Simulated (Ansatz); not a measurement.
# Cl2GeH5NO2: the cost of one run

Program: Ansatz 0.2.0. Level of theory: RKS BLYP-D4/def2-SVP. These are calculated values, not measurements.

## 1. The structure to begin with

Bond lengths: Ge1–Cl2 2.570 Å, Ge1–Cl3 2.220 Å, Ge1–O4 1.769 Å, O4–H5 1.010 Å, Ge1–O6 1.769 Å, O6–H7 1.010 Å, Ge1–N8 2.210 Å, N8–H9 1.060 Å, N8–H10 1.060 Å. Angles (14 of 15 angles, heavy atoms first): Cl2–Ge1–Cl3 109.5°, Cl2–Ge1–O4 109.5°, Cl2–Ge1–O6 109.5°, Cl2–Ge1–N8 71.6°, Cl3–Ge1–O4 109.5°, Cl3–Ge1–O6 109.5°, Cl3–Ge1–N8 67.1°, O4–Ge1–O6 109.5°, O4–Ge1–N8 72.9°, O6–Ge1–N8 176.5°, Ge1–O4–H5 109.5°, Ge1–O6–H7 109.5°, Ge1–N8–H9 120.0°, Ge1–N8–H10 120.0°.

Structure file:

```xyz
11

Ge    0.0000    0.0000    0.0000
Cl    0.0000    0.0000    2.5700
Cl    2.0935    0.0000   -0.7393
O    -0.8337    1.4443   -0.5894
H    -1.7915    1.2136   -0.8118
O    -0.8337   -1.4443   -0.5894
H    -1.2883   -1.9100    0.1830
N     1.1590    1.7479    0.6969
H     2.0156    1.6075    1.3053
H     0.8584    2.7267    0.4227
H     0.8065    1.2163    1.8686
```

## 2. Pulling towards end A

Springs on the bonds that form and break draw the guess towards this end; the thresholds are loose.

input.yaml

```yaml
crystal:
  periodic: [false, false, false]
  atoms:
    - { symbol: Ge, position_ang: [0.0, 0.0, 0.0] }
    - { symbol: Cl, position_ang: [0.0, 0.0, 2.57] }
    - { symbol: Cl, position_ang: [2.0935, 0.0, -0.7393] }
    - { symbol: O, position_ang: [-0.8337, 1.4443, -0.5894] }
    - { symbol: H, position_ang: [-1.7915, 1.2136, -0.8118] }
    - { symbol: O, position_ang: [-0.8337, -1.4443, -0.5894] }
    - { symbol: H, position_ang: [-1.2883, -1.91, 0.183] }
    - { symbol: "N", position_ang: [1.159, 1.7479, 0.6969] }
    - { symbol: H, position_ang: [2.0156, 1.6075, 1.3053] }
    - { symbol: H, position_ang: [0.8584, 2.7267, 0.4227] }
    - { symbol: H, position_ang: [0.8065, 1.2163, 1.8686] }
basis:
  gaussian: { orbitals: def2-SVP }
hamiltonian:
  xc: blyp
  dispersion: d4
relax:
  f_tol: 0.15
  max_steps: 25
  restrain:
    - { distance: [0, 7], at: 3.11, k: 30.0 }
    - { distance: [10, 1], at: 2.57, k: 30.0 }
    - { distance: [0, 1], at: 2.22, k: 30.0 }
    - { distance: [10, 7], at: 1.06, k: 30.0 }
```

Command:

```sh
ansatz run input.yaml --threads 4 --pin off --max-ram 5120MiB --backend cpu --events-out ev --progress --plain --runs-dir out
```

What time and memory should one allow on 4 threads of Arm Neoverse V2, shared host?

About 24 s, with a peak of 0.21 GiB.
